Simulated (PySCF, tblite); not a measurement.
**C5H9ClSSi: geometry, infrared bands and NMR shifts**

What infrared bands and NMR shifts should C5H9ClSSi (`[SiH3]CC(=S)C1(Cl)CC1`) show?

Computed with tblite 0.8.0 and PySCF 2.14.0, with density-fitted response routines of our own, on a single molecule in the gas phase. Atoms count from 0, in the outputs and in this text.

## 1. The starting structure

17 atoms, charge 0, multiplicity 1; geometry from: force field or distance geometry start.

Bonds of the start (Å): Si0–C1 1.88, C1–C2 1.50, C2–S3 1.67, C2–C4 1.51, C4–Cl5 1.78, C4–C6 1.53, C6–C7 1.49, C7–C4 1.51, Si0–H8 1.48, Si0–H9 1.48, Si0–H10 1.49, C1–H11 1.09, C1–H12 1.09, C6–H13 1.08, C6–H14 1.08, C7–H15 1.08, C7–H16 1.09.

## 2. Geometry optimisation with GFN2-xTB

What the job is given:

```
{"job": {"kind": "relax", "xc": "GFN2-xTB", "basis": "xTB"}, "charge": 0, "multiplicity": 1}
Si     2.579200     0.014400     0.621800
C      1.313400     0.034100    -0.762900
C      0.107200    -0.835900    -0.535500
S      0.006600    -2.418300    -1.059500
C     -1.088600    -0.270800     0.186500
Cl    -1.107900    -0.502500     1.953200
C     -1.689100     1.048000    -0.299300
C     -2.449500    -0.220800    -0.477300
H      3.742100     0.846000     0.233600
H      3.043400    -1.359400     0.910800
H      1.985900     0.606300     1.850700
H      1.808500    -0.278700    -1.682100
H      0.989500     1.064900    -0.901900
H     -2.045600     1.748000     0.444300
H     -1.303600     1.528200    -1.186600
H     -2.568300    -0.603700    -1.479200
H     -3.330100    -0.387900     0.140000
```

Started as:

```sh
> OMP_NUM_THREADS=1 python probes_run.py task.json out
```

This one command runs all jobs of the session in turn.

**Question.** This job is followed by: GFN2-xTB harmonic vibrations, gas phase; GIAO PBE0/pcSseg-1 NMR shielding, non-relativistic, gas phase. What will the session give for the following? strongest single infrared mode (GFN2-xTB); zero-point energy (GFN2-xTB); 13C shifts against TMS (PBE0/pcSseg-1, means over atoms taken as alike); 1H shifts against TMS (PBE0/pcSseg-1, means over atoms taken as alike); 29Si shifts against TMS (PBE0/pcSseg-1); 33S shifts against CS2 (PBE0/pcSseg-1); 35Cl shifts against HCl (PBE0/pcSseg-1).

As calculated:

| quantity | value |
| --- | --- |
| strongest single infrared mode (GFN2-xTB) | 2284 cm⁻¹, 362 km/mol |
| zero-point energy (GFN2-xTB) | 75.1 kcal/mol |
| 13C shifts against TMS (PBE0/pcSseg-1, means over atoms taken as alike) | 268.8, 61.7, 46.2, 37.3 ppm |
| 1H shifts against TMS (PBE0/pcSseg-1, means over atoms taken as alike) | 4.05, 3.77, 2.29, 1.65 ppm |
| 29Si shifts against TMS (PBE0/pcSseg-1) | -64.2 ppm |
| 33S shifts against CS2 (PBE0/pcSseg-1) | 724 ppm |
| 35Cl shifts against HCl (PBE0/pcSseg-1) | 209 ppm |

Relaxing lowered the energy by 0.401 eV in 147 steps; the close pair that moved most is Si0–C1, from 1.876 to 1.938 Å. No mode is imaginary among the 45: a minimum at this level. The strongest single mode, at 2284 cm⁻¹, moves mainly H8. GFN2-xTB is a fitted tight-binding method: band positions and strengths are rough. Its intensities can rank the bands wrongly. C2 (thiocarbonyl carbon) lies farthest downfield among carbon, at 268.8 ppm; the small n→π* gap of C=S deshields it strongly. At PBE0/pcSseg-1: Shielding is most anisotropic at S3 (span 1745 ppm, paramagnetic term -1279 ppm).
